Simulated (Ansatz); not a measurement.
# C2H7PSi: small, medium and large basis sets

An exercise on one series of results from a longer session: the logs are not shown, and one member is left open.

Computed with Ansatz 0.2.0, Gaussian basis. Level: one geometry, several basis sets.

Plan: PBE0-D4/def2-SVP; ωB97M-V/def2-SVP; PBE0-D4/def2-QZVPP; ωB97M-V/def2-QZVPP; the functionals' def2-TZVPP values are taken from earlier runs.

### The relaxed structure

The geometry comes from an earlier relaxation with PBE0-D4 in a triple-zeta def2 set; it is a stationary point, not always the lowest conformer.

SMILES `P[SiH]1CC1`, 11 atoms, charge 0, spin multiplicity 1.

Atoms are counted from 1 here; the program's logs count them from 0.

Bond lengths: P1–Si2 2.230 Å, P1–H5 1.421 Å, P1–H6 1.421 Å, Si2–C3 1.853 Å, Si2–C4 1.853 Å, Si2–H7 1.481 Å, C3–C4 1.537 Å, C3–H8 1.085 Å, C3–H9 1.085 Å, C4–H10 1.085 Å, C4–H11 1.085 Å. Angles: Si2–P1–H5 95.1°, Si2–P1–H6 95.0°, H5–P1–H6 93.5°, P1–Si2–C3 116.6°, P1–Si2–C4 116.6°, P1–Si2–H7 119.8°, C3–Si2–C4 49.0°, C3–Si2–H7 117.7°, C4–Si2–H7 117.7°, Si2–C3–C4 65.5°, Si2–C3–H8 119.1°, Si2–C3–H9 118.6°, C4–C3–H8 116.5°, C4–C3–H9 116.4°, H8–C3–H9 112.9°, Si2–C4–C3 65.5°, Si2–C4–H10 118.6°, Si2–C4–H11 119.1° and more.

The first run:

Contents of in.yaml:

```yaml
crystal:
  periodic: [false, false, false]
  atoms:
    - {symbol: P, position_ang: [-1.799473, 1.156874, -0.734794]}
    - {symbol: Si, position_ang: [0.227675, 0.575807, -0.008317]}
    - {symbol: C, position_ang: [0.327068, -0.943495, 1.047526]}
    - {symbol: C, position_ang: [0.790044, -1.144768, -0.403774]}
    - {symbol: H, position_ang: [-1.322950, 1.978609, -1.791469]}
    - {symbol: H, position_ang: [-1.945980, 2.247838, 0.163648]}
    - {symbol: H, position_ang: [1.268220, 1.613042, 0.179532]}
    - {symbol: H, position_ang: [-0.589731, -1.446314, 1.336702]}
    - {symbol: H, position_ang: [1.095825, -0.996343, 1.811541]}
    - {symbol: H, position_ang: [1.849922, -1.323979, -0.552236]}
    - {symbol: H, position_ang: [0.164780, -1.774373, -1.027958]}
basis:
  gaussian: {orbitals: def2-SVP}
hamiltonian: {xc: pbe0, dispersion: d4}
output: {orbitals: {seedname: orbitals}}
```

Started as:

```console
> ansatz run in.yaml --threads 2 --pin off --events-out ev --progress --plain --max-ram 4352MiB
```

Among the steps run: PBE0-D4 in def2-SVP; ωB97M-V in def2-SVP; PBE0-D4 in def2-QZVPP; ωB97M-V in def2-QZVPP.

One of the session's tables, all rows but one given; the rest of the session is left out.

It belongs to the step «Density functionals: the series». 

```
functional       basis  HOMO (eV)  LUMO (eV)
   PBE0-D4    def2-SVP      -6.90       0.47
   PBE0-D4  def2-TZVPP      -6.89       0.12
   PBE0-D4  def2-QZVPP      -6.90       0.02
   ωB97M-V    def2-SVP          ?          ?
   ωB97M-V  def2-TZVPP      -9.03       1.90
   ωB97M-V  def2-QZVPP      -9.04       1.57
```

Estimate the missing values for ωB97M-V, def2-SVP.

As computed: HOMO (eV): -9.02; LUMO (eV): 2.42. In the column «HOMO (eV)» it lies between ωB97M-V, def2-TZVPP (-9.03) and PBE0-D4, def2-SVP (-6.90).
